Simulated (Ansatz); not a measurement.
The system is SiMo3.

```
Mo Si
1.0
     4.88900    0.00000    0.00000
     0.00000    4.88900    0.00000
     0.00000    0.00000    4.88900
Mo Si
6 2
Direct
  0.00000 0.50000 0.25000
  0.00000 0.50000 0.75000
  0.50000 0.25000 0.00000
  0.75000 0.00000 0.50000
  0.50000 0.75000 0.00000
  0.25000 0.00000 0.50000
  0.50000 0.50000 0.50000
  0.00000 0.00000 0.00000
```

```yaml
Program: Ansatz 0.2.0
Task: relaxation of cell and atoms
Functional: PBEsol
Potentials_or_basis: Ansatz PAW
Cutoff: "420 eV (not typed: the program's choice for these potentials)"
k_mesh: 6 × 6 × 6
Occupations: fermi-dirac, width 0.05 eV
Spin: no spin polarisation
```

At the start: volume 14.61 Å³/atom.

Task: How do energy, volume and symmetry change on relaxing?

Result: It ends after 4 steps and the volume is 14.36 Å³/atom (-1.7 %); space group Pm-3n (No. 223, to 0.05 Å).

The path:
```tsv
step	energy change (eV)	largest force (eV/Å)	volume (Å³)
1	0.0000	0.0000	116.86
2	-0.0274	0.0000	114.96
3	-0.0274	0.0000	114.90
4	-0.0270	0.0000	114.90
```

Final structure:
```xyz
8
Lattice="4.8615 0.0000 0.0000 0.0000 4.8615 0.0000 0.0000 0.0000 4.8615" Properties=species:S:1:pos:R:3 pbc="T T T"
Mo    0.0000    2.4307    1.2154
Mo    0.0000    2.4307    3.6461
Mo    2.4307    1.2154    0.0000
Mo    3.6461    0.0000    2.4307
Mo    2.4307    3.6461    0.0000
Mo    1.2154    0.0000    2.4307
Si    2.4307    2.4307    2.4307
Si    0.0000    0.0000    0.0000
```

Caveat: the plane-wave basis is chosen anew once the cell has moved, so the energies of steps on either side of that aren't comparable; the PAW data sets come from PBE, with cores solved anew for the run's functional, which leaves a small shift of forces and pressure.
